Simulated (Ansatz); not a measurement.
# SiF (R-3m) in Ansatz: single point with PBE0

Aim: the single point of SiF with PBE0.

All numbers are computed with Ansatz 0.2.0; they aren't measurements. Logs are shortened: lines on timing, memory, paths and dates and some standing lists are left out, and cuts for length are marked.

## 1. Starting point

The structure is trigonal, space group R-3m (No. 166). The conventional cell has a = 2.677 Å, b = 2.677 Å, c = 11.695 Å, α = 90.00°, β = 90.00°, γ = 120.00°. Around Si (site symmetry -3m) lie 6 F at 2.49 Å and 6 Si at 2.68 Å. F (site symmetry -3m) has 6 Si at 2.49 Å and 6 F at 2.68 Å as nearest neighbours.

The cell was built by a generator and needn't be a form met in nature.

## 2. Single point, PBE0

Input file input.yaml:

```yaml
crystal:
  lattice:
    - [1.3386, 0.77284, 3.89831]
    - [-1.3386, 0.77284, 3.89831]
    - [0.0, -1.54568, 3.89831]
  atoms:
    - { symbol: Si, position: [0.5, 0.5, 0.5] }
    - { symbol: F, position: [0.0, 0.0, 0.0] }
hamiltonian:
  xc: pbe0
  pseudopotentials: { kind: paw }
kpoints:
  mp_grid: { grid: [7, 7, 7] }
scf:
  occupations: { method: fermi_dirac, width: 0.05 }
output:
  forces: true
  stress: true
  eigenvalues: true
  write_density: true
  write_potential: true
  elf: true
  volumetric_format: npy
```

Potentials or basis: Ansatz PAW.

On the command line:

```console
$ ansatz run input.yaml --threads 2 --pin off --max-ram 5632MiB --backend cpu --events-out ev --progress --plain --runs-dir out
```

Standard output:

```text
Warning: output.stress: scf.convergence.dr2_threshold = 1e-7 eV (the SCF's general default) is looser than the 2e-10 eV advised for a printed stress (1e-10 eV for each atom of the cell: 2). What an SCF threshold leaves in a stress goes as its square root, and in the free energy as the threshold itself, and one threshold admits the most on a small cell: of the crystals measured, under no hybrid functional and no lock of the moments, on runs that ended without the residual-converged pass, on stresses that held no estimate of that error, the worst erred by over 100 MPa in a component at 1e-7 eV an atom and by under 5 at 1e-10. Set scf.convergence.dr2_threshold to 2e-10 eV or tighter. The threshold is an SCF's pass mark: one that does not reach it within its budget of iterations ends unconverged, or closes short of it on a stop that the run arms, and scf.convergence.dr2_threshold's page says what that costs each kind of run
Warning: output.stress: scf.exx.energy_threshold = 1e-6 eV is looser than the 2e-8 eV advised for a stress under a hybrid functional (1e-8 eV for each atom of the cell: 2). Every SCF of the exchange loop can meet its threshold on dr2 while the loop round them stops early: no threshold on dr2 bounds what that leaves in the stress. Set scf.exx.energy_threshold to 2e-8 eV or tighter. The threshold is the loop's pass mark: a loop that does not reach it within its budget of cycles ends unconverged, and scf.exx.energy_threshold's page has the law
Warning: RAYON_NUM_THREADS=2 ignored (pool sized by the plan → 2); use --threads N
basis.fft_grid_basis auto: the FFT boxes are laid along the combinations [[1, -1, 0], [0, 1, 0], [0, -1, 1]] of the cell's own vectors, 2.677, 4.194 and 2.677 Å long. The dense box has 18×30×18 points. Along the cell's own vectors, as sized, it would have 30×30×30, 2.78 times as many. Of the 12 symmetry operations that the crystal satisfies within crystal.symmetry.tolerance (time reversal apart; of a slab, those that keep its plane) the dense box along the cell's own vectors carries 12, and the one as laid loses 8 of those. basis.fft_grid_basis: typed keeps the cell's own vectors: state it where this run's energies or levels are differenced outside the engine with another run's, or held beside a run that keeps those vectors. Those combinations have planes normal to reciprocal vector 3, as the cell's own vectors have. Each planar average written beside output.write_density, output.write_potential has a row for each plane of the box: 18. The volumetric files lie along those combinations, not along the cell's own vectors: a cube or XSF file states them, and fields.json those of NumPy files.
Engine: ansatz 0.2.0, x86_64-unknown-linux-gnu
Pseudopotentials: kind: paw
Pseudopotential: Si, paw, valence charge 4, recommended cutoff 420 eV (normal), Si.paw.azcp
Pseudopotential: F, paw, valence charge 7, recommended cutoff 420 eV (normal), F.paw.azcp
Functional definition: PBE0
  parameter a = 0.25
  parameter kappa = 0.804
  parameter beta = 0.06672455060314922
  exchange = (1 - a)*pbe_x(kappa = kappa, mu = beta*pi^2/3) + a*exact_x
  correlation = pbe_c(beta = beta)
Crystal: 2 atoms, lattice volume = 24.197 Å³
Basis set: ecut = 420 eV, 481 PW (Γ), FFT grids on a1−a2, a2, −a2+a3, exchange–correlation on 36×60×36 points (8 copies of the dense FFT grid, shifted against one another)
Bands: 10, of which v1, the nominal top of the filled ones, is band 6 counted from 1 (5 counted from 0)
Symmetry: 12 space group operations
Space group: R-3m (ITA 166), of the structure as read, at distance tolerance 2.9e-5 Å
k-points: 44 of 343
Non-local potential: Si, projectors of the file, l = 0: 2, l = 1: 2, l = 2: 2
Non-local potential: F, projectors of the file, l = 0: 2, l = 1: 2, l = 2: 1
PAW form: soft (Blöchl's): semilocal exchange-correlation on the pseudo side does not see the compensation charge
PAW frozen core: Si, regenerated for the run's functional, and the local potential with it (the file was generated under x = pbe(κ = 0.804, μ = 0.2195149727645171), c = pbe(β = 0.06672455060314922))
PAW frozen core: F, regenerated for the run's functional, and the local potential with it (the file was generated under x = pbe(κ = 0.804, μ = 0.2195149727645171), c = pbe(β = 0.06672455060314922))
PAW one-centre angular grid: Si, 110 points (default); XC on 64 Gauss nodes
PAW one-centre angular grid: F, 110 points (default); XC on 64 Gauss nodes
Initial density: superposition of atomic densities (neutral atoms: chi_scale 0, normalization atom), corrected by the library's trained network
[... 47 lines left out ...]
SCF iter   3: F=—  HF=-1443.008528 eV  |F-HF|=—  |Δ(HF+E_count)|=   2.20e-4  Δρ=6.84e-5  dr2=1.15e-6  ethr=3.10e-10  ⟨swp⟩=4.5  Hψ=1230  notcnv=0
SCF iter   4: F=—  HF=-1443.008528 eV  |F-HF|=—  |Δ(HF+E_count)|=   3.33e-7  Δρ=7.28e-6  dr2=9.50e-8  ethr=3.10e-10  ⟨swp⟩=4.0  Hψ=1126  notcnv=0
SCF iter   5: F=—  HF=-1443.008528 eV  |F-HF|=—  |Δ(HF+E_count)|=   2.91e-9  Δρ=8.86e-7  dr2=8.79e-8  ethr=9.47e-11  ⟨swp⟩=2.4  Hψ=786  notcnv=0  defer=1
SCF iter   6: F=—  HF=-1443.008529 eV  |F-HF|=—  |Δ(HF+E_count)|=   6.00e-7  Δρ=1.19e-5  dr2=3.49e-8  ethr=1.00e-12  ⟨swp⟩=5.0  Hψ=1376  notcnv=0
SCF iter   7: F=-1443.008529 eV  HF=-1443.008529 eV  |F-HF|=8.05e-11  |Δ(HF+E_count)|=   1.04e-8  Δρ=6.68e-7  dr2=2.19e-9  ethr=1.00e-12  ⟨swp⟩=4.8  Hψ=1170  notcnv=0
SCF 5 converged in 7 iterations: F = -1443.008529 eV  dr2 = 2.19e-9
  Residual-converged pass: ⟨swp⟩=1.5  Hψ=470  notcnv=0  max |occ|·‖R‖ = 2.4e-6 eV (tolerance 2.4e-6 eV)  dr2=2.19e-9  dr2_onsite=3.87e-12  max |Δocc| = 2.5e-14
hybrid outer 4: dexx = +4.190e-7 eV, tail = 1.29e-8 eV, Δε = 2.21e-2 eV (about 1.49e-3 eV left of the loop's levels)
hybrid SCF converged: 4 outer / 20 inner (+6 warm-up), last move |dexx| = 4.19e-7 eV, tail = 1.29e-8 eV
Stability not checked: this state was not tested for a lower state beside it, because the functional holds exact exchange (a hybrid, or Hartree-Fock), whose exchange loop this test does not read (fock_operator; see scf.lower_state_search)
Free energy (F): -1443.008529 eV
Frozen-core exchange: fock
Harris-Foulkes:  -1443.008529 eV  (|F-HF|=8.05e-11)
Internal energy: -1443.006354 eV  (E = F + TS)
E sigma→0 (E₀):  -1443.007442 eV
Entropy (-TS):   -0.002174 eV (-1.087 meV/atom)
Fermi energy:    7.846758 eV
--- Per-component energies (eV) ---
  E_band       = -27.331874
  E_kinetic    = 245.935237
  E_local      = -616.705961  (includes V_loc(G=0)·N_el)
  E_nonlocal   = 96.873045
  E_hartree    = 243.525061
  E_xc         = -104.153380
  E_vxc        = -115.053348  (∫ρ·V_xc dr)
  E_exx        = -36.010452  (= α·E_x^exact, valence–valence)
  E_paw        = -706.539626  (= ΣΔE_a)
  E_vpaw       = -53.411895  (= ΣTr[D̂ρ^β])
  E_aug_tail   = 0.002034  (compensation charges beyond the density's cutoff)
  E_ewald      = -565.847080
  E_core_change = -0.085233  (= ΣΔE_core)
  E_smearing   = -0.002174  (= −TS)
  E_closure    = -0.000000  (closes the sum)
  Σ components = -1443.008529   (vs F -1443.008529, Δ=0.00e0)
--- Forces (eV/Å), atoms counted from 1 ---
  atom   1  Si     0.00000000     0.00000000    -0.00000000
  atom   2  F      0.00000000     0.00000000     0.00000000
  max |Σ_I F_I| component: 1.06e-30 eV/Å
--- Stress (GPa, compression-positive) ---
       -3.546075      -0.000000       0.000000
       -0.000000      -3.546075       0.000000
        0.000000       0.000000      -3.003049
  P = ⅓ Tr σ = -3.3651 GPa (-33.651 kbar)
--- Band table (eV; the first three rows and the last of 44) ---
  k-point 0: bands = ["-19.4066", "-4.7925", "-1.1103", "2.8429", "2.8429", "12.3657", "16.8339", "20.5543", "20.5543", "22.1758"]
  k-point 1: bands = ["-19.2612", "-4.3801", "-0.7252", "2.2954", "2.7195", "12.1628", "15.9573", "18.1288", "18.3271", "21.9946"]
  k-point 2: bands = ["-18.9197", "-3.2381", "0.0645", "1.4739", "2.4528", "10.3921", "12.4267", "16.3497", "18.4494", "20.9574"]
  k-point 43: bands = ["-19.1805", "-6.0300", "1.8815", "2.7069", "3.3664", "8.9496", "15.8733", "18.3610", "20.4257", "23.6549"]
```

rho_z.tsv:

```text
# z_ang	rho[e/angstrom^3]
# format = ansatz-planar-average/11
# lattice	1.338599073	0.772840535	3.898310000
# lattice	-1.338599073	0.772840535	3.898310000
# lattice	0.000000000	-1.545681070	3.898310000
# sites	2
# site	14	0.000000000	0.000000000	5.847465000
# site	9	0.000000000	0.000000000	0.000000000
0.000000	9.535883e-1
0.232976	8.939321e-1
0.465951	7.402556e-1
0.698927	5.556928e-1
0.931902	4.023757e-1
1.164878	3.019865e-1
[... 10 lines left out ...]
3.727609	7.402556e-1
3.960585	8.939321e-1
```

Wall time 46 s (2 threads of Intel Xeon at 2.70GHz, shared host); peak memory 1 GiB.

Results:

```yaml
Free_energy: -1443.0085 eV
Pressure: -3.4 GPa
Band_gap_on_the_k_mesh: none (metal or under the smearing width)
```

Stress tensor (GPa, compression positive):
```
-3.55  0.00  0.00
 0.00 -3.55  0.00
 0.00  0.00 -3.00
```

Levels at points of the mesh, in eV from the Fermi level:
```
           k point  band 1  band 2  band 3  band 4  band 5  band 6  band 7  band 8  band 9  band 10
(0.00, 0.00, 0.00)  -27.25  -12.64   -8.96   -5.00   -5.00    4.52    8.99   12.71   12.71    14.33
```

Caveat: the k mesh is coarse (spacing up to 0.39 Å⁻¹), so the values aren't converged, least of all with exact exchange; an odd number of electrons without spin polarisation forces a metal; a magnetic or distorted state may lie lower; the PAW data sets come from PBE, with cores solved anew for the run's functional, which leaves a small shift of forces and pressure; the thresholds are loose for stress.
